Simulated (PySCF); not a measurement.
# TlCl₃: singlet, from a trigonal pyramidal start

Where does singlet TlCl₃ go from a trigonal pyramidal start, is the end point a minimum, and what are its modes, charges and moments?

The runs use PySCF 2.14.0; BP86, basis Tl def2-TZVP with ECP60, Cl def2-TZVP, scalar-relativistic core potentials, no spin–orbit coupling, density fitting.

## Step 1: The system as given

4 atoms, charge 0, spin multiplicity 1.

Bond lengths: Tl1–Cl2 2.430 Å, Tl1–Cl3 2.430 Å, Tl1–Cl4 2.430 Å. Angles: Cl2–Tl1–Cl3 99.8°, Cl2–Tl1–Cl4 99.8°, Cl3–Tl1–Cl4 99.8°.

Coordinates in bohr (charge 0 multiplicity 1):
```
Tl    0.0000    0.0000    0.0000
Cl    4.0546    0.0000    2.1558
Cl   -2.0273    3.5113    2.1558
Cl   -2.0273   -3.5113    2.1558
```

## Step 2: Finding the electronic state

One driver script runs all steps and calls PySCF; scf.py shows how it sets up the SCF of each step. The optimiser is the driver's own. The state is first sought with PBE. After this first run the driver tries any further starts and a stability analysis.

File scf.py:

```python
from pyscf import gto, scf, dft
mol = gto.M(atom='''
Tl     0.000000     0.000000     0.000000
Cl     2.145600     0.000000     1.140800
Cl    -1.072800     1.858100     1.140800
Cl    -1.072800    -1.858100     1.140800''',
    basis={'Tl': 'def2-TZVP', 'Cl': 'def2-TZVP'},
    ecp={'Tl': 'def2-TZVP'},
    charge=0, spin=0)
mf = dft.RKS(mol, xc='PBE')
mf.grids.atom_grid = (50, 194)
aux = {'Tl': 'def2-universal-JKFIT', 'Cl': 'def2-universal-JKFIT'}
mf = mf.density_fit(auxbasis=aux)
mf.conv_tol = 1e-08
mf.diis_space = 10
mf.max_cycle = 60
mf.init_guess = 'minao'
mf.verbose = 4
mf.kernel()
```

The run is started by

```console
OMP_NUM_THREADS=2 python axn.py task.json out
```

The log of the run (excerpt; [...] marks lines left out):

```text
[... the frontier levels of the middle cycles are left out ...]
init E= -1522.65973507693
  HOMO = -0.566216275568802  LUMO = -0.556502807156687  gap/eV = 0.26432
cycle= 1 E= -1551.5968966562  delta_E= -28.9  |g|= 2.11  |ddm|= 9.65
cycle= 2 E= -1538.81950446858  delta_E= 12.8  |g|= 7.32  |ddm|= 9.83
  HOMO = -0.310592851789963  LUMO = -0.213245713908564  gap/eV = 2.64895
cycle= 3 E= -1552.50947547038  delta_E= -13.7  |g|= 0.751  |ddm|= 8.04
cycle= 4 E= -1552.56117789838  delta_E= -0.0517  |g|= 0.658  |ddm|= 1.71
cycle= 5 E= -1552.68384072154  delta_E= -0.123  |g|= 0.12  |ddm|= 0.866
cycle= 6 E= -1552.68626146699  delta_E= -0.00242  |g|= 0.0525  |ddm|= 0.149
cycle= 7 E= -1552.68679852701  delta_E= -0.000537  |g|= 0.00393  |ddm|= 0.0393
cycle= 8 E= -1552.68680135095  delta_E= -2.82e-06  |g|= 0.00238  |ddm|= 0.00921
cycle= 9 E= -1552.68680234176  delta_E= -9.91e-07  |g|= 0.00157  |ddm|= 0.00524
cycle= 10 E= -1552.68680327682  delta_E= -9.35e-07  |g|= 0.000227  |ddm|= 0.00256
cycle= 11 E= -1552.68680329341  delta_E= -1.66e-08  |g|= 4.62e-05  |ddm|= 0.000356
cycle= 12 E= -1552.6868032941  delta_E= -6.88e-10  |g|= 9.4e-06  |ddm|= 6.18e-05
  HOMO = -0.280601698868957  LUMO = -0.233032478153293  gap/eV = 1.29442
Extra cycle  E= -1552.68680329402  delta_E= 8.14e-11  |g|= 1.84e-05  |ddm|= 4.32e-05
converged SCF energy = -1552.68680329402
```

This step, with its further starts and checks, needed 18 s of wall time on 2 threads of Arm Neoverse V2, shared host.

The test of internal stability found no lower closed-shell solution.

## Step 3: Relaxing the singlet from the trigonal pyramidal start

The program finds C3v symmetry in the start, which this walk keeps. Threshold on the gradient: 0.0003 Eh/bohr, with a further test on the energy change.

scf.py: that of step 2 with these lines changed.

```diff
@@ -3,4 +3,4 @@
-Tl     0.000000     0.000000     0.000000
-Cl     2.145600     0.000000     1.140800
-Cl    -1.072800     1.858100     1.140800
-Cl    -1.072800    -1.858100     1.140800''',
+Tl    -0.000000     0.000000    -0.386204
+Cl     2.145575    -0.000000     0.754596
+Cl    -1.072787     1.858122     0.754596
+Cl    -1.072787    -1.858122     0.754596''',
@@ -10 +10 @@
-mf = dft.RKS(mol, xc='PBE')
+mf = dft.RKS(mol, xc='B88,P86')
@@ -17 +16,0 @@
-mf.init_guess = 'minao'
```

Energy and gradient, step by step:

```csv
step,energy (Eh),change (kJ/mol),largest symmetric gradient (Eh/bohr)
0,-1553.493722,0.00,0.02944
1,-1553.509484,-41.38,0.02488
2,-1553.523820,-79.02,0.02168
3,-1553.529971,-95.17,0.01243
4,-1553.531940,-100.34,0.00707
5,-1553.533086,-103.35,0.00175
6,-1553.533168,-103.57,0.00069
7,-1553.533181,-103.60,0.00013
8,-1553.533181,-103.60,0.00001
```

The walk took 38 s.

It settles in D3h symmetry, 103.6 kJ/mol below the start, after 8 steps: Tl–Cl 2.391 Å (×3); Cl–Tl–Cl 120.0° (×3).

## Step 4: Hessian and properties

On the finer grid the gradient is checked again; gradients at displacements of ±0.02 bohr then give force constants and infrared intensities.

scf.py: that of step 3 with these lines changed.

```diff
@@ -3,4 +3,4 @@
-Tl    -0.000000     0.000000    -0.386204
-Cl     2.145575    -0.000000     0.754596
-Cl    -1.072787     1.858122     0.754596
-Cl    -1.072787    -1.858122     0.754596''',
+Tl     0.000000    -0.000000     0.000000
+Cl     2.391492     0.000000    -0.000000
+Cl    -1.195746     2.071093     0.000000
+Cl    -1.195746    -2.071093     0.000000''',
@@ -11 +11 @@
-mf.grids.atom_grid = (50, 194)
+mf.grids.atom_grid = (75, 302)
@@ -14 +14 @@
-mf.conv_tol = 1e-08
+mf.conv_tol = 1e-10
```

This SCF starts from the last density.

Log of the central SCF (cycles and frontier levels):

```text
init E= -1553.53380619684
  HOMO = -0.298063098103616  LUMO = -0.187497954181124  gap/eV = 3.00863
cycle= 1 E= -1553.53380619679  delta_E= 5.43e-11  |g|= 1.47e-05  |ddm|= 2.57e-05
  HOMO = -0.298064838700596  LUMO = -0.18749763158023  gap/eV = 3.00869
cycle= 2 E= -1553.53380619643  delta_E= 3.58e-10  |g|= 3.64e-05  |ddm|= 6.43e-05
  HOMO = -0.298063736519338  LUMO = -0.187497819956361  gap/eV = 3.00865
cycle= 3 E= -1553.53380619685  delta_E= -4.23e-10  |g|= 2.26e-06  |ddm|= 4.7e-05
  HOMO = -0.298063751649147  LUMO = -0.187497850667386  gap/eV = 3.00865
cycle= 4 E= -1553.53380619685  delta_E=    0  |g|= 3.35e-07  |ddm|= 2.74e-06
  HOMO = -0.298063750579279  LUMO = -0.187497833311027  gap/eV = 3.00865
Extra cycle  E= -1553.53380619685  delta_E= -1.82e-12  |g|= 6.86e-07  |ddm|= 1.26e-06
converged SCF energy = -1553.53380619685
```

The whole step took 38 s.

Geometry: D3h; Tl–Cl 2.391 Å (×3); Cl–Tl–Cl 120.0° (×3).

Harmonic modes (main isotopes):

```csv
symmetry,ω (cm⁻¹),IR (km/mol),type
e',63,15.4,bend
a2'',79,6.1,bend
a1',300,0.0,stretch
e',325,102,stretch
```

All wavenumbers are real: a minimum.

Constants and moments:

- Dipole moment: 0.00 D
- Highest occupied level: -8.11 eV
- Lowest empty level: -5.10 eV
- Rotational constants: 0.05619, 0.05619, 0.0281 cm⁻¹
- Zero-point energy: 6.9 kJ/mol
- Principal polarisabilities: 47.4, 99.7, 99.7 bohr³
- Atomisation energy without zero-point energy: 814 kJ/mol
- Principal traceless quadrupole moments about the centre of mass: -3.73, -3.73, 7.46 D Å
- Entropy at 298.15 K and 1 bar: 357.7 J/(mol K)
- Heat capacity Cp at 298.15 K: 78.6 J/(mol K)
- Enthalpy at 298.15 K above 0 K: 19.35 kJ/mol
- Rotational symmetry number: 6

Populations by atom (charges in e):

| atom | Mulliken | Löwdin | polar tensor | Mayer order to Tl1 |
| --- | --- | --- | --- | --- |
| Tl1 | 0.81 | -0.28 | 1.49 | – |
| Cl2,3,4 | -0.27 | 0.09 | -0.50 | 0.96 |

Outer orbital energies (eV). occupied: -9.52, -9.51, -8.66, -8.22, -8.22, -8.15, -8.11, -8.11; empty: -5.10, -2.74, -0.13, -0.13.

Mulliken populations on Tl1 (outside its core potential): s 3.19, p 6.82, d 10.11, f 0.07.

## Step 5: Stability of the closed shell

At the lowest minimum the closed shell is tested against spin polarisation, on the (50, 194) grid. It is stable.

## Step 6: What came out

| quantity | value |
| --- | --- |
| minimum | singlet, D3h |
| geometry | Tl–Cl 2.391 Å (×3); Cl–Tl–Cl 120.0° (×3) |
| wavenumbers (cm⁻¹) | 63 (e'), 79 (a2''), 300 (a1'), 325 (e') |
| dipole moment | 0.00 D |
| highest occupied, lowest empty level | -8.11, -5.10 eV |
| polar-tensor charge of Tl1 | +1.49 e |
| zero-point energy | 6.9 kJ/mol |
| entropy at 298.15 K | 357.7 J/(mol K) |
| atomisation energy (no zero-point energy) | 814 kJ/mol |

**Reading.** The trigonal pyramidal start (C3v) ends in a minimum of D3h symmetry. In the infrared the band at 325 cm⁻¹ (e', stretch) leads. The dipole vanishes although Tl1 carries +1.5 e by the polar tensor: the bond dipoles cancel. Only this shape and spin were tried, so other structures or states may lie lower. Spin–orbit coupling, left out here, can matter for elements this heavy.

The search up to here needed 97 s of wall time on 2 threads of Arm Neoverse V2, shared host.
